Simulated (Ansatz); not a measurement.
# ClH7O2Si3: a ladder of functionals and wavefunction methods

An exercise on one series of results from a longer session: the logs are not shown, and one member is left open.

The runs use Ansatz 0.2.0, Gaussian basis; functionals in def2-TZVPP, the program's frozen cores in correlated methods.

The runs, in order: PBE-D4, r2SCAN-D4, PBE0-D4, B3LYP-D4, ωB97X-V, ωB97M-V, B2PLYP; CCSD(T)/def2-TZVPP; MP2/def2-QZVPP; extrapolation to the limit.

**The relaxed structure**

An earlier PBE0-D4 in a triple-zeta def2 set relaxation fixed the geometry.

SMILES `[SiH3]O[SiH](Cl)O[SiH3]`, 13 atoms, charge 0, spin multiplicity 1.

Atoms are counted from 1 here; the program's logs count them from 0.

Bond lengths: Si1–O2 1.644 Å, Si1–H7 1.482 Å, Si1–H8 1.483 Å, Si1–H9 1.485 Å, O2–Si3 1.613 Å, Si3–Cl4 2.054 Å, Si3–O5 1.613 Å, Si3–H10 1.467 Å, O5–Si6 1.644 Å, Si6–H11 1.483 Å, Si6–H12 1.485 Å, Si6–H13 1.482 Å. Angles: O2–Si1–H7 107.5°, O2–Si1–H8 109.9°, O2–Si1–H9 109.9°, H7–Si1–H8 110.1°, H7–Si1–H9 109.9°, H8–Si1–H9 109.6°, Si1–O2–Si3 145.4°, O2–Si3–Cl4 108.6°, O2–Si3–O5 111.3°, O2–Si3–H10 109.6°, Cl4–Si3–O5 108.8°, Cl4–Si3–H10 109.2°, O5–Si3–H10 109.4°, Si3–O5–Si6 146.0°, O5–Si6–H11 109.9°, O5–Si6–H12 109.8°, O5–Si6–H13 107.6°, H11–Si6–H12 109.6° and more.

The first run:

The input, in.yaml:

```yaml
crystal:
  periodic: [false, false, false]
  atoms:
    - {symbol: Si, position_ang: [1.954938, -0.311320, -1.471911]}
    - {symbol: O, position_ang: [0.318078, -0.154366, -1.473968]}
    - {symbol: Si, position_ang: [-0.943901, 0.609028, -0.819811]}
    - {symbol: Cl, position_ang: [-0.357689, 2.502202, -0.280995]}
    - {symbol: O, position_ang: [-1.477825, -0.161682, 0.492344]}
    - {symbol: Si, position_ang: [-1.241970, -0.451424, 2.093282]}
    - {symbol: H, position_ang: [2.292798, -1.462296, -2.341567]}
    - {symbol: H, position_ang: [2.581265, 0.925938, -1.998299]}
    - {symbol: H, position_ang: [2.436622, -0.563696, -0.090004]}
    - {symbol: H, position_ang: [-2.027795, 0.701732, -1.804164]}
    - {symbol: H, position_ang: [-1.471984, 0.791262, 2.869927]}
    - {symbol: H, position_ang: [0.145916, -0.929379, 2.319598]}
    - {symbol: H, position_ang: [-2.208454, -1.496010, 2.505569]}
basis:
  gaussian: {orbitals: def2-TZVPP}
hamiltonian: {xc: pbe, dispersion: d4}
output: {forces: true, orbitals: {seedname: orbitals}}
```

Launch:

```
$ ansatz run in.yaml --threads 2 --pin off --events-out ev --progress --plain --max-ram 22528MiB --backend cuda --devices 0, --max-vram 18GiB
```

Among the steps run: PBE-D4 (GGA); r2SCAN-D4 (meta-GGA); PBE0-D4 (hybrid); B3LYP-D4 (hybrid); ωB97X-V (range-separated); ωB97M-V (range-separated); B2PLYP (double hybrid); CCSD(T) in def2-TZVPP; MP2 in def2-QZVPP.

One table of the session follows, with a row left open; its other results are not shown here.

```
            method  atomisation energy (kcal/mol)
            PBE-D4                              ?
         r2SCAN-D4                         1095.9
           PBE0-D4                         1076.6
          B3LYP-D4                         1090.9
           ωB97X-V                         1103.7
           ωB97M-V                         1099.7
            B2PLYP                         1081.2
     HF/def2-TZVPP                          829.7
    MP2/def2-TZVPP                         1086.3
   CCSD/def2-TZVPP                         1057.1
CCSD(T)/def2-TZVPP                         1069.5
           MP2/CBS                         1119.3
       CCSD(T)/CBS                         1102.5
```

Q: Estimate the row for PBE-D4 from the others.

As computed: atomisation energy (kcal/mol): 1085.2. In the column «atomisation energy (kcal/mol)» it lies between B2PLYP (1081.2) and MP2/def2-TZVPP (1086.3).
